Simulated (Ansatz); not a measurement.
# C3H12InNOSi: how energies converge with the basis set

An exercise on one series of results from a longer session: the logs are not shown, and one member is left open.

Program: Ansatz 0.2.0, Gaussian basis. Level of theory: one geometry, several basis sets. These are calculated values, not measurements.

Levels to be run: PBE0-D4/def2-SVP; ωB97M-V/def2-SVP; PBE0-D4/def2-QZVPP; ωB97M-V/def2-QZVPP; the functionals' def2-TZVPP values are taken from earlier runs.

2 further runs of the same task are left out: 1 for a known fault of the program, 1 that didn't finish.

### The relaxed structure

An earlier PBE0-D4 in a triple-zeta def2 set relaxation fixed the geometry. In takes the def2 core potential; no spin-orbit term is included.

SMILES `C[N](C)[In]([CH3])[O][SiH3]`, 19 atoms, charge 0, spin multiplicity 1.

Atoms are counted from 1 here; the program's logs count them from 0.

Bond lengths: C1–N2 1.439 Å, C1–H8 1.093 Å, C1–H9 1.101 Å, C1–H10 1.101 Å, N2–C3 1.438 Å, N2–In4 2.005 Å, C3–H11 1.101 Å, C3–H12 1.091 Å, C3–H13 1.101 Å, In4–C5 2.123 Å, In4–O6 1.996 Å, C5–H14 1.090 Å, C5–H15 1.089 Å, C5–H16 1.090 Å, O6–Si7 1.615 Å, Si7–H17 1.490 Å, Si7–H18 1.495 Å, Si7–H19 1.495 Å. Angles: N2–C1–H8 111.4°, N2–C1–H9 111.7°, N2–C1–H10 111.8°, H8–C1–H9 107.4°, H8–C1–H10 107.4°, H9–C1–H10 106.9°, C1–N2–C3 112.8°, C1–N2–In4 122.6°, C3–N2–In4 124.5°, N2–C3–H11 111.7°, N2–C3–H12 111.4°, N2–C3–H13 111.5°, H11–C3–H12 107.5°, H11–C3–H13 107.1°, H12–C3–H13 107.4°, N2–In4–C5 132.8°, N2–In4–O6 111.1°, C5–In4–O6 116.1° and more.

Set-up of the first run:

in.yaml

```yaml
crystal:
  periodic: [false, false, false]
  atoms:
    - {symbol: C, position_ang: [2.019189, -0.146565, -1.547658]}
    - {symbol: N, position_ang: [1.130232, 0.001595, -0.426248]}
    - {symbol: C, position_ang: [1.827018, 0.210999, 0.814107]}
    - {symbol: In, position_ang: [-0.863738, -0.098090, -0.606349]}
    - {symbol: C, position_ang: [-2.148604, -0.381067, -2.272952]}
    - {symbol: O, position_ang: [-1.757897, 0.132079, 1.163175]}
    - {symbol: Si, position_ang: [-1.541275, 0.289899, 2.755542]}
    - {symbol: H, position_ang: [1.465627, -0.301747, -2.477820]}
    - {symbol: H, position_ang: [2.652487, 0.743580, -1.686743]}
    - {symbol: H, position_ang: [2.697677, -1.004884, -1.421942]}
    - {symbol: H, position_ang: [2.491635, -0.632972, 1.055046]}
    - {symbol: H, position_ang: [1.131390, 0.328534, 1.646751]}
    - {symbol: H, position_ang: [2.453435, 1.115585, 0.778114]}
    - {symbol: H, position_ang: [-2.821741, 0.472694, -2.348785]}
    - {symbol: H, position_ang: [-1.578023, -0.478506, -3.195183]}
    - {symbol: H, position_ang: [-2.741201, -1.281759, -2.114005]}
    - {symbol: H, position_ang: [-2.857365, 0.329533, 3.453575]}
    - {symbol: H, position_ang: [-0.804978, 1.544501, 3.100454]}
    - {symbol: H, position_ang: [-0.753867, -0.843429, 3.330910]}
basis:
  gaussian: {orbitals: def2-SVP}
hamiltonian: {xc: pbe0, dispersion: d4}
output: {orbitals: {seedname: orbitals}}
```

Run with:

```bash
$ ansatz run in.yaml --threads 2 --pin off --events-out ev --progress --plain --max-ram 32768MiB --backend cpu
```

Steps of the session up to this table: PBE0-D4 in def2-SVP; ωB97M-V in def2-SVP; PBE0-D4 in def2-QZVPP; ωB97M-V in def2-QZVPP.

One of the session's tables, all rows but one given; the rest of the session is left out.

It belongs to the step «Density functionals: the series». 

```
functional       basis  HOMO (eV)
   PBE0-D4    def2-SVP      -6.05
   PBE0-D4  def2-TZVPP      -6.12
   PBE0-D4  def2-QZVPP          ?
   ωB97M-V    def2-SVP      -8.33
   ωB97M-V  def2-TZVPP      -8.42
   ωB97M-V  def2-QZVPP      -8.43
```

Estimate the missing values for PBE0-D4, def2-QZVPP.

The run gave: HOMO (eV): -6.14. In the column «HOMO (eV)» it lies between ωB97M-V, def2-SVP (-8.33) and PBE0-D4, def2-TZVPP (-6.12).
